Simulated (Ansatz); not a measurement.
**ClH₄SSi₂ radical: from a rough start to a minimum**

The task is to find a stationary geometry of ClH₄SSi₂ radical, then compute its harmonic vibrations to see whether it is a minimum and to get the zero-point energy and entropy.

Computed with Ansatz 0.2.0, Gaussian basis. Level: UKS PBE0-D4/def2-TZVP.

The runs, in order: relaxation at PBE-D4/def2-SVP; relaxation at PBE0-D4/def2-TZVP; harmonic vibrations at the same level.

1 further run of the same task is left out (set aside as unsound or not needed).

**1. Where the work starts**

SMILES `[SiH2]S[SiH2]Cl`, 8 atoms, charge 0, spin multiplicity 2.

Atoms are counted from 1 here; the program's logs count them from 0.

Bond lengths: Si1–S2 2.074 Å, Si1–H5 1.508 Å, Si1–H6 1.541 Å, S2–Si3 2.137 Å, Si3–Cl4 1.970 Å, Si3–H7 1.452 Å, Si3–H8 1.533 Å. Angles: S2–Si1–H5 110.6°, S2–Si1–H6 109.5°, H5–Si1–H6 105.7°, Si1–S2–Si3 94.0°, S2–Si3–Cl4 109.9°, S2–Si3–H7 111.5°, S2–Si3–H8 106.8°, Cl4–Si3–H7 112.0°, Cl4–Si3–H8 107.3°, H7–Si3–H8 109.2°.

As a file:

```
Si   -0.79090    1.51260   -0.03220
S     0.94310    0.71710    0.78110
Si    0.51610   -1.27170    0.12480
Cl   -0.92200   -2.04630    1.22640
H    -0.75920    1.42560   -1.53750
H    -0.86970    3.01570    0.29680
H     0.19520   -1.30690   -1.29070
H     1.77960   -2.10320    0.37550
```

The start is a force-field geometry with small random shifts, so a cheaper pass at PBE-D4/def2-SVP comes first.

**2. Optimising with PBE-D4/def2-SVP (cheap first pass)**

Input file in.yaml:

```yaml
crystal:
  periodic: [false, false, false]
  atoms:
    - {symbol: Si, position_ang: [-0.790900, 1.512600, -0.032200]}
    - {symbol: S, position_ang: [0.943100, 0.717100, 0.781100]}
    - {symbol: Si, position_ang: [0.516100, -1.271700, 0.124800]}
    - {symbol: Cl, position_ang: [-0.922000, -2.046300, 1.226400]}
    - {symbol: H, position_ang: [-0.759200, 1.425600, -1.537500]}
    - {symbol: H, position_ang: [-0.869700, 3.015700, 0.296800]}
    - {symbol: H, position_ang: [0.195200, -1.306900, -1.290700]}
    - {symbol: H, position_ang: [1.779600, -2.103200, 0.375500]}
basis:
  gaussian: {orbitals: def2-SVP}
magnetization: {spin_polarized: true, initial_magnetization: 1}
hamiltonian: {xc: pbe, dispersion: d4}
relax: {f_tol: 0.03, max_steps: 200}
```

Output, shortened:

```text
Functional definition: PBE
  name "PBE"
  cite "Perdew, Burke & Ernzerhof, Phys. Rev. Lett. 77, 3865 (1996) doi:10.1103/PhysRevLett.77.3865"
  parent pbe
[...]
1024 factors; their error is unknown
[...]
mean field -39148.87800502 eV, -1438.6947306217 hartree, gradient 3.3e-5 eV, S^2 0.751764; 0 other end points of the search recorded, 0 dependent functions left out
[...]
reference -39148.87803937 eV, -1438.6947318842 hartree; 33, 32 occupied and 59, 60 virtual orbitals, 1024 factors
relax step   1: F+E_penalty+E_count = -39149.15790436 eV  Δ(F+E_penalty+E_count) = +0.000e0 eV  max|allowed force component| = 2.507e0 eV/Å  Δτ_max = 0.0000 Å  (28 SCF iters, accepted)
[...]
relax step   4: F+E_penalty+E_count = -39149.43582429 eV  Δ(F+E_penalty+E_count) = -2.015e-3 eV  max|allowed force component| = 3.518e-2 eV/Å  Δτ_max = 0.0139 Å  (31 SCF iters, accepted)
[...]
relax step   7: F+E_penalty+E_count = -39149.44392501 eV  Δ(F+E_penalty+E_count) = -2.116e-3 eV  max|allowed force component| = 2.231e-1 eV/Å  Δτ_max = 0.2000 Å  (31 SCF iters, accepted)
[...]
relax step  10: F+E_penalty+E_count = -39149.45087365 eV  Δ(F+E_penalty+E_count) = -1.872e-3 eV  max|allowed force component| = 1.283e-1 eV/Å  Δτ_max = 0.1916 Å  (31 SCF iters, accepted)
[...]
relax step  13: F+E_penalty+E_count = -39149.45487559 eV  Δ(F+E_penalty+E_count) = -4.289e-4 eV  max|allowed force component| = 1.584e-2 eV/Å  Δτ_max = 0.0239 Å  (31 SCF iters, accepted)
[...]
relax step  14: F+E_penalty+E_count = -39149.45507902 eV  Δ(F+E_penalty+E_count) = -2.034e-4 eV  max|allowed force component| = 2.602e-2 eV/Å  Δτ_max = 0.0304 Å  (29 SCF iters, accepted)
1024 factors; their error is unknown
[...]
mean field -39149.17786237 eV, -1438.7057501762 hartree, gradient 2.6e-5 eV, S^2 0.751627; 1 other end points of the search recorded, 0 dependent functions left out
[...]
reference -39149.17789595 eV, -1438.7057514103 hartree; 33, 32 occupied and 59, 60 virtual orbitals, 1024 factors
Total energy: -39149.45511260 eV, -1438.7159389341 hartree
Atom 0 at    -0.854571     1.651566     0.170128 Å, force     0.000605    -0.008347    -0.001122 eV/Å
Atom 1 at     1.026121     0.744092     0.769780 Å, force    -0.004306     0.000527    -0.009709 eV/Å
Atom 2 at     0.638909    -1.259661     0.084407 Å, force    -0.014717    -0.026019     0.018390 eV/Å
Atom 3 at    -1.152538    -1.986222     0.865543 Å, force     0.015164     0.007942    -0.006957 eV/Å
Atom 4 at    -1.296693     1.077979    -1.158253 Å, force     0.006273     0.002309     0.007456 eV/Å
Atom 5 at    -0.560170     3.124845     0.042023 Å, force    -0.002510     0.011201    -0.000599 eV/Å
Atom 6 at     0.515914    -1.308813    -1.408566 Å, force     0.005369     0.003307    -0.001699 eV/Å
Atom 7 at     1.775228    -2.100885     0.579139 Å, force    -0.005878     0.009080    -0.005758 eV/Å
Dipole moment:     0.050815     0.012558    -0.181652 e Å
```

Run time: 23 s. Hardware: 4 threads, shared host.

Along the way:

| step | energy from step 1 (eV) | largest force component (eV/Å) |
| --- | --- | --- |
| 1 | 0.0000 | 2.5070 |
| 2 | -0.2598 | 0.2690 |
| 3 | -0.2759 | 0.1186 |
| 4 | -0.2779 | 0.0352 |
| 5 | -0.2824 | 0.0512 |
| 6 | -0.2839 | 0.0348 |
| 7 | -0.2860 | 0.2231 |
| 8 | -0.2889 | 0.0954 |
| 9 | -0.2911 | 0.0296 |
| 10 | -0.2930 | 0.1283 |
| 11 | -0.2942 | 0.1307 |
| 12 | -0.2965 | 0.0350 |
| 13 | -0.2970 | 0.0158 |
| 14 | -0.2972 | 0.0260 |

The force was under the threshold of 0.03 eV/Å already at step 9, but the program went on to step 14.

Distances of close pairs at the start and the end, largest changes first:

| bond | before (Å) | after (Å) | change (Å) |
| --- | --- | --- | --- |
| Si3–Cl4 | 1.970 | 2.085 | +0.115 |
| Si1–S2 | 2.074 | 2.173 | +0.099 |
| Si3–H7 | 1.452 | 1.499 | +0.047 |
| Si3–H8 | 1.533 | 1.498 | -0.035 |
| Si1–H6 | 1.541 | 1.508 | -0.033 |
| S2–Si3 | 2.137 | 2.153 | +0.015 |
| Si1–H5 | 1.508 | 1.513 | +0.005 |

**3. Relaxation at PBE0-D4/def2-TZVP**

Input file in.yaml:

```yaml
crystal:
  periodic: [false, false, false]
  atoms:
    - {symbol: Si, position_ang: [-0.854571, 1.651566, 0.170128]}
    - {symbol: S, position_ang: [1.026121, 0.744092, 0.769780]}
    - {symbol: Si, position_ang: [0.638909, -1.259661, 0.084407]}
    - {symbol: Cl, position_ang: [-1.152538, -1.986222, 0.865543]}
    - {symbol: H, position_ang: [-1.296693, 1.077979, -1.158253]}
    - {symbol: H, position_ang: [-0.560170, 3.124845, 0.042023]}
    - {symbol: H, position_ang: [0.515914, -1.308813, -1.408566]}
    - {symbol: H, position_ang: [1.775228, -2.100885, 0.579139]}
basis:
  gaussian: {orbitals: def2-TZVP}
magnetization: {spin_polarized: true, initial_magnetization: 1}
hamiltonian: {xc: pbe0, dispersion: d4}
relax: {f_tol: 0.005, max_steps: 150}
```

Output, shortened:

```text
Functional definition: PBE0
  name "PBE0"
  cite "Adamo & Barone, J. Chem. Phys. 110, 6158 (1999) doi:10.1063/1.478522"
  cite "Perdew, Burke & Ernzerhof, Phys. Rev. Lett. 77, 3865 (1996) doi:10.1103/PhysRevLett.77.3865"
  parent pbe
[...]
1251 factors; their error is unknown
[...]
mean field -39166.52903309 eV, -1439.3433939393 hartree, gradient 8.7e-5 eV, S^2 0.753014; 0 other end points of the search recorded, 0 dependent functions left out
[...]
reference -39166.52906727 eV, -1439.3433951954 hartree; 33, 32 occupied and 139, 140 virtual orbitals, 1251 factors
relax step   1: F+E_penalty+E_count = -39166.76676771 eV  Δ(F+E_penalty+E_count) = +0.000e0 eV  max|allowed force component| = 4.893e-1 eV/Å  Δτ_max = 0.0000 Å  (29 SCF iters, accepted)
[...]
reference -39166.56891912 eV, -1439.3448597239 hartree; 33, 32 occupied and 139, 140 virtual orbitals, 1251 factors
Total energy: -39166.80773533 eV, -1439.3536360575 hartree
Atom 0 at    -0.830039     1.647246     0.145635 Å, force    -0.000597    -0.000999    -0.000357 eV/Å
Atom 1 at     0.976946     0.722979     0.822599 Å, force     0.001654     0.002172     0.001029 eV/Å
Atom 2 at     0.613956    -1.237948     0.096636 Å, force    -0.001006    -0.001221    -0.001581 eV/Å
Atom 3 at    -1.107304    -2.038698     0.879156 Å, force    -0.000052    -0.000634     0.000159 eV/Å
Atom 4 at    -1.242485     1.052361    -1.158360 Å, force    -0.000079     0.000443    -0.000513 eV/Å
Atom 5 at    -0.531703     3.098395     0.001533 Å, force     0.000464    -0.000150     0.000438 eV/Å
Atom 6 at     0.452732    -1.236876    -1.373294 Å, force     0.000063    -0.000496     0.000849 eV/Å
Atom 7 at     1.760097    -2.064559     0.530295 Å, force    -0.000447     0.000885    -0.000024 eV/Å
Dipole moment:     0.055716     0.062274    -0.165237 e Å
```

It took 49 s on 4 threads, shared host; peak memory 0.62 GiB.

Along the way:

| step | energy from step 1 (eV) | largest force component (eV/Å) |
| --- | --- | --- |
| 1 | 0.0000 | 0.4893 |
| 2 | -0.0376 | 0.1158 |
| 3 | -0.0397 | 0.0287 |
| 4 | -0.0400 | 0.0109 |
| 5 | -0.0401 | 0.0133 |
| 6 | -0.0405 | 0.0246 |
| 7 | -0.0404 | 0.0874 |
| 8 | -0.0408 | 0.0087 |
| 9 | -0.0409 | 0.0129 |
| 10 | -0.0409 | 0.0064 |
| 11 | -0.0409 | 0.0022 |

Close pairs (by a distance rule), those that changed most:

| bond | before (Å) | after (Å) | change (Å) |
| --- | --- | --- | --- |
| Si1–S2 | 2.173 | 2.140 | -0.033 |
| Si3–Cl4 | 2.085 | 2.053 | -0.032 |
| S2–Si3 | 2.153 | 2.122 | -0.031 |
| Si1–H5 | 1.513 | 1.491 | -0.022 |
| Si3–H7 | 1.499 | 1.479 | -0.020 |
| Si3–H8 | 1.498 | 1.478 | -0.020 |
| Si1–H6 | 1.508 | 1.488 | -0.019 |

Mulliken charges of the relaxed molecule (report file):

| atom | value (e) |
| --- | --- |
| Si1 | 0.11 |
| S2 | -0.25 |
| Si3 | 0.34 |
| Cl4 | -0.22 |
| H5 | 0.01 |
| H6 | 0.01 |
| H7 | 0.00 |
| H8 | 0.00 |

**4. Harmonic vibrations**

Input file in.yaml:

```yaml
crystal:
  periodic: [false, false, false]
  atoms:
    - {symbol: Si, position_ang: [-0.830039, 1.647246, 0.145635]}
    - {symbol: S, position_ang: [0.976946, 0.722979, 0.822599]}
    - {symbol: Si, position_ang: [0.613956, -1.237948, 0.096636]}
    - {symbol: Cl, position_ang: [-1.107304, -2.038698, 0.879156]}
    - {symbol: H, position_ang: [-1.242485, 1.052361, -1.158360]}
    - {symbol: H, position_ang: [-0.531703, 3.098395, 0.001533]}
    - {symbol: H, position_ang: [0.452732, -1.236876, -1.373294]}
    - {symbol: H, position_ang: [1.760097, -2.064559, 0.530295]}
basis:
  gaussian: {orbitals: def2-TZVP}
magnetization: {spin_polarized: true, initial_magnetization: 1}
hamiltonian: {xc: pbe0, dispersion: d4}
phonons: {temperatures: {t_min: 298.15, t_max: 900, t_step: 200}}
```

Output, shortened:

```text
Functional definition: PBE0
  name "PBE0"
  cite "Adamo & Barone, J. Chem. Phys. 110, 6158 (1999) doi:10.1063/1.478522"
  cite "Perdew, Burke & Ernzerhof, Phys. Rev. Lett. 77, 3865 (1996) doi:10.1103/PhysRevLett.77.3865"
  parent pbe
[...]
1251 factors; their error is unknown
[...]
mean field -39166.56888269 eV, -1439.3448583851 hartree, gradient 7.3e-5 eV, S^2 0.752993; 0 other end points of the search recorded, 0 dependent functions left out
[...]
reference -39166.56891671 eV, -1439.3448596353 hartree; 33, 32 occupied and 139, 140 virtual orbitals, 1251 factors
[...]
1251 factors; their error is unknown
mean field -39166.56882414 eV, -1439.3448562334 hartree, gradient 2.1e-6 eV, S^2 0.752993; 0 other end points of the search recorded, 0 dependent functions left out
[...]
reference -39166.56885817 eV, -1439.3448574838 hartree; 33, 32 occupied and 139, 140 virtual orbitals, 1251 factors
[...]
Atom 0 at    -0.830039     1.647246     0.145635 Å, force    -0.000540    -0.001056    -0.000382 eV/Å
Atom 1 at     0.976946     0.722979     0.822599 Å, force     0.001639     0.002194     0.001055 eV/Å
Atom 2 at     0.613956    -1.237948     0.096636 Å, force    -0.000987    -0.001180    -0.001623 eV/Å
Atom 3 at    -1.107304    -2.038698     0.879156 Å, force    -0.000081    -0.000649     0.000165 eV/Å
Atom 4 at    -1.242485     1.052361    -1.158360 Å, force    -0.000126     0.000462    -0.000496 eV/Å
Atom 5 at    -0.531703     3.098395     0.001533 Å, force     0.000471    -0.000144     0.000437 eV/Å
Atom 6 at     0.452732    -1.236876    -1.373294 Å, force     0.000074    -0.000515     0.000859 eV/Å
Atom 7 at     1.760097    -2.064559     0.530295 Å, force    -0.000451     0.000888    -0.000015 eV/Å
Dipole moment:     0.055714     0.062273    -0.165237 e Å
Vibrations: 44.15 104.71 123.15 201.20 481.55 513.15 558.98 566.58 643.69 676.77 713.29 847.72 896.91 936.43 2174.66 2216.62 2254.40 2269.31 cm⁻¹, zero-point energy 1.005715 eV
```

Run time: 2.3 min. Hardware: 4 threads, shared host; peak memory 0.62 GiB.

Motions are named by where the mode's potential energy lies. Wavenumbers, unscaled:

| mode | cm⁻¹ | motion |
| --- | --- | --- |
| 1 | 44 | torsion |
| 2 | 105 | torsion |
| 3 | 123 | bend |
| 4 | 201 | bend |
| 5 | 482 | Si–S stretch |
| 6 | 513 | Si–S stretch |
| 7 | 559 | Si–Cl stretch |
| 8 | 567 | mixed, led by bend |
| 9 | 644 | bend |
| 10 | 677 | bend with torsion |
| 11 | 713 | bend |
| 12 | 848 | bend |
| 13 | 897 | bend |
| 14 | 936 | bend |
| 15 | 2175 | Si–H stretch |
| 16 | 2217 | Si–H stretch |
| 17 | 2254 | Si–H stretch |
| 18 | 2269 | Si–H stretch |

From these modes and the moments of inertia (298.15 K, 1 bar, symmetry number 1):

| term | value |
| --- | --- |
| zero-point energy | 23.2 kcal/mol |
| H(298) − E | 28.2 kcal/mol |
| entropy, electronic degeneracy | 5.8 J/(mol K) |
| entropy, translation | 169.3 J/(mol K) |
| entropy, rotation | 117.4 J/(mol K) |
| entropy, vibration | 72.8 J/(mol K) |
| entropy, total | 365.3 J/(mol K) |

**5. Results**

```
                  quantity            value
               point group               C1
                     steps          14 + 11
shift from the start (rms)          0.362 Å
              total energy   -39166.8077 eV
           dispersion term         -239 meV
             dipole moment           0.89 D
lowest, highest wavenumber    44, 2269 cm⁻¹
         zero-point energy    23.2 kcal/mol
       entropy at 298.15 K  365.3 J/(mol K)
```

In words: The relaxed geometry lies 0.36 Å (rms) from the start; the bond that changed most is Si3–Cl4, from 1.970 to 2.053 Å. All wavenumbers are real, so the end point is a minimum. The stiffest mode, 2269 cm⁻¹, is an Si–H stretch, and 3 modes under 200 cm⁻¹ make the vibrational entropy uncertain. Harmonic hybrid wavenumbers usually lie a few per cent above measured fundamentals. The largest Mulliken charge, +0.34 e, sits on Si3.
